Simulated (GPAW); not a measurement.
**Two attempts at BSnNH6 (SMILES N[BH][SnH3])**

Wanted: energy and one-electron properties of BSnNH6, LDA (PW92)/real-space grid (scalar-relativistic datasets).

The results are computed with GPAW 26.7.0.

2 further runs of the same task are left out: 2 set aside as unsound or not needed.

## Step 1: Starting point

BSnNH6: 9 atoms, total charge 0, spin state singlet. As SMILES, `N[BH][SnH3]`. The shape comes from GFN2-xTB, which is rough for such elements, and wasn't checked as a minimum.

Bond lengths: N1–B2 1.369 Å, B2–Sn3 2.198 Å, N1–H4 1.007 Å, N1–H5 1.007 Å, B2–H6 1.168 Å, Sn3–H7 1.664 Å, Sn3–H8 1.666 Å, Sn3–H9 1.672 Å. Some angles: N1–B2–Sn3 119.7°, N1–B2–H6 118.7°, Sn3–B2–H6 121.6°, B2–N1–H4 123.7°, B2–N1–H5 124.1°, B2–Sn3–H7 118.1°, B2–Sn3–H8 116.7°, B2–Sn3–H9 115.1°, H4–N1–H5 112.2°, H7–Sn3–H8 101.2°.

## Step 2: The input as first written

Input file molecule.py:

```python
import numpy as np
from ase import Atoms
from ase.units import Debye
from gpaw import GPAW

atoms = Atoms('NBSnHHHHHH',
    positions=[[ -0.641520,   1.232410,  -1.041570],
               [  0.321460,   0.277240,  -0.859030],
               [  0.335960,  -0.915930,   0.987120],
               [ -0.710650,   1.805160,  -1.866900],
               [ -1.364610,   1.440160,  -0.372240],
               [  1.114290,   0.112130,  -1.700580],
               [  1.801120,  -1.207970,   1.720130],
               [ -0.290030,  -2.457090,   0.886470],
               [  0.200661,  -0.821458,   1.176042]])
atoms.center(vacuum=4.5)

dft = GPAW(mode='fd', h=0.2, xc='LDA', maxiter=92, txt='-')
atoms.calc = dft

energy = atoms.get_potential_energy()
print(f'Energy                  {energy:.5f} eV')
forces = atoms.get_forces()
print('Forces (eV/Ang)')
for symbol, f in zip(atoms.symbols, forces):
    print(f'{symbol:2} {f[0]:9.4f} {f[1]:9.4f} {f[2]:9.4f}')
dipole = atoms.get_dipole_moment() / Debye
print(f'Dipole                  {np.linalg.norm(dipole):.3f} D')
homo, lumo = dft.get_homo_lumo()
print(f'HOMO = {homo:.3f} eV')
print(f'LUMO: {lumo:.3f} eV')
print(f'Gap: {lumo - homo:.3f} eV')
```

Command:

```sh
$ python3 molecule.py
```

Standard output:

```text
[...]
Number of symmetries: 1
[...]
  Number of IBZ points: 1
[...]
Spin-components: 1 (collinear spins)
Bands:           21
[...]
  Valence electrons: 28.0
[...]
  Grid points: [60 68 64]
  Charge: 0.0  # |e|
[...]
    cutoffs:
[...]
occupation numbers:
  # Zero width
[...]
xc functional:
  name: None
[...]
|iter     |     time |      energy | eigst |  dens |
[...]
|iter:   1| 00:00:03 |   53.577451 | +1.73 |       |
[...]
|iter:  20| 00:00:31 |   62.455388c| -7.65c| -5.94c|
Converged in 20 steps
[...]
Energy contributions relative to reference atoms: (reference = -170071.849288)
Energy contributions:
  Kinetic:          86.653147
  Coulomb:        -111.783472
  Zero:            160.471462
  External:          0.000000
  Xc:              -72.885749
  Entropy:           0.000000
  Spinorbit:         0.000000
  ----------------------------
  Free energy:      62.455388
  Extrapolated:     62.455388
dipole moment: (-0.496738, 0.568130, 0.014318)  # |e|*Ang
Fermi level: -4.923
Eigenvalues  # (at kpt = [0.000, 0.000, 0.000])
| band index |      eig [eV] | occ [0-2] |
|------------|---------------|-----------|
|          0 |       -31.328 |     2.000 |
|        ... |               |           |
|          6 |       -13.610 |     2.000 |
|          7 |       -13.045 |     2.000 |
|          8 |       -12.690 |     2.000 |
|          9 |        -9.649 |     2.000 |
|         10 |        -8.584 |     2.000 |
|         11 |        -7.818 |     2.000 |
|         12 |        -6.619 |     2.000 |
|         13 |        -6.208 |     2.000 |
|         14 |        -3.638 |     0.000 |
|         15 |        -1.139 |     0.000 |
[...]
Gap: 2.570 eV
Transition (v -> c):
[...]
Forces (eV/Ang)
N     0.0522    0.2473   -0.2296
B    -0.4707   -0.7219    1.9676
Sn   16.1403  -11.2703  -22.5404
H     0.0317    0.2954   -0.4930
H    -0.2573    0.0740    0.2227
H     0.6164   -0.1747   -0.6336
H    -0.4925    0.3575   -0.0227
H    -0.0814    0.5685    0.1097
H   -15.0998   10.2522   20.7441
Dipole                  3.625 D
HOMO = -6.208 eV
LUMO: -3.638 eV
Gap: 2.570 eV
```

It took 32 s on 1 thread of Arm Neoverse V1, shared host; peak memory 0.81 GiB.

## Step 3: Reading the log

It ran to the end. The result can't be trusted all the same.

The fault: two atoms lie on top of or far too near each other. As the program read them, the closest atoms are 0.25 Å apart, against 1.01 Å in the sound input.

## Step 4: Try two

Input file sp.py:

```python
import numpy as np
from ase import Atoms
from ase.units import Debye
from gpaw import GPAW

atoms = Atoms(["N", "B", "Sn", "H", "H", "H", "H", "H", "H"],
    positions=[[ -0.641520,   1.232410,  -1.041570],
               [  0.321460,   0.277240,  -0.859030],
               [  0.335960,  -0.915930,   0.987120],
               [ -0.710650,   1.805160,  -1.866900],
               [ -1.364610,   1.440160,  -0.372240],
               [  1.114290,   0.112130,  -1.700580],
               [  1.801120,  -1.207970,   1.720130],
               [ -0.290030,  -2.457090,   0.886470],
               [ -0.566030,  -0.286120,   2.246600]])
atoms.center(vacuum=4.5)

calc = GPAW(mode="fd", h=0.2, xc="LDA", maxiter=100, txt="-")
atoms.calc = calc

energy = atoms.get_potential_energy()
print(f"Energy = {energy:.5f} eV")
forces = atoms.get_forces()
print("Forces (eV/Ang)")
for symbol, f in zip(atoms.symbols, forces):
    print(f'{symbol:2} {f[0]:9.4f} {f[1]:9.4f} {f[2]:9.4f}')
dipole = atoms.get_dipole_moment() / Debye
print(f"Dipole: {np.linalg.norm(dipole):.3f} D")
homo, lumo = calc.get_homo_lumo()
print(f"HOMO                    {homo:.3f} eV")
print(f"LUMO = {lumo:.3f} eV")
print(f"Gap                     {lumo - homo:.3f} eV")
```

Command:

```sh
$ python3 -u sp.py | tee sp.out
```

Standard output:

```text
[...]
Number of symmetries: 1
[...]
  Number of IBZ points: 1
[...]
Spin-components: 1 (collinear spins)
Bands:           21
[...]
  Valence electrons: 28.0
[...]
  Grid points: [60 68 64]
  Charge: 0.0  # |e|
[...]
    cutoffs:
[...]
occupation numbers:
  # Zero width
[...]
xc functional:
  name: None
[...]
|iter     |     time |      energy | eigst |  dens |
[...]
|iter:   1| 00:00:03 |  -46.038502 | +1.03 |       |
[...]
|iter:  15| 00:00:25 |  -41.424559c| -7.65c| -6.24c|
Converged in 15 steps
[...]
Energy contributions relative to reference atoms: (reference = -170071.849288)
Energy contributions:
  Kinetic:          49.864637
  Coulomb:         -53.036219
  Zero:              0.586713
  External:          0.000000
  Xc:              -38.839690
  Entropy:           0.000000
  Spinorbit:         0.000000
  ----------------------------
  Free energy:     -41.424559
  Extrapolated:    -41.424559
dipole moment: (-0.287823, 0.483832, -0.371225)  # |e|*Ang
Fermi level: -4.270
Eigenvalues  # (at kpt = [0.000, 0.000, 0.000])
| band index |      eig [eV] | occ [0-2] |
|------------|---------------|-----------|
|          0 |       -25.025 |     2.000 |
|        ... |               |           |
|          6 |       -13.667 |     2.000 |
|          7 |       -13.279 |     2.000 |
|          8 |       -12.315 |     2.000 |
|          9 |        -9.561 |     2.000 |
|         10 |        -8.202 |     2.000 |
|         11 |        -7.372 |     2.000 |
|         12 |        -7.302 |     2.000 |
|         13 |        -6.693 |     2.000 |
|         14 |        -1.847 |     0.000 |
|         15 |        -0.808 |     0.000 |
[...]
Gap: 4.846 eV
Transition (v -> c):
[...]
Forces (eV/Ang)
N     0.2553   -0.0586    0.1198
B    -0.2938   -0.0836    0.4971
Sn   -0.0520    0.1213   -0.1390
H     0.0503    0.2690   -0.4990
H    -0.3084    0.0692    0.3893
H     0.5769   -0.1059   -0.6268
H     0.6588   -0.0055    0.1411
H    -0.2642   -0.5837   -0.2427
H    -0.3803    0.4041    0.3746
Dipole: 3.239 D
HOMO                    -6.693 eV
LUMO = -1.847 eV
Gap                     4.846 eV
```

It took 25 s on 1 thread of Arm Neoverse V1, shared host; peak memory 0.8 GiB.

## Step 5: Outcome

At LDA (PW92)/real-space grid (scalar-relativistic datasets):

| quantity | value |
| --- | --- |
| energy as printed (from the program's reference atoms) | -41.4246 eV |
| dipole moment | 3.24 D |
| HOMO energy | -6.69 eV |
| LUMO energy | -1.85 eV |
| HOMO–LUMO gap | 4.85 eV |

The first attempt's energy was +103.880 eV off this one.
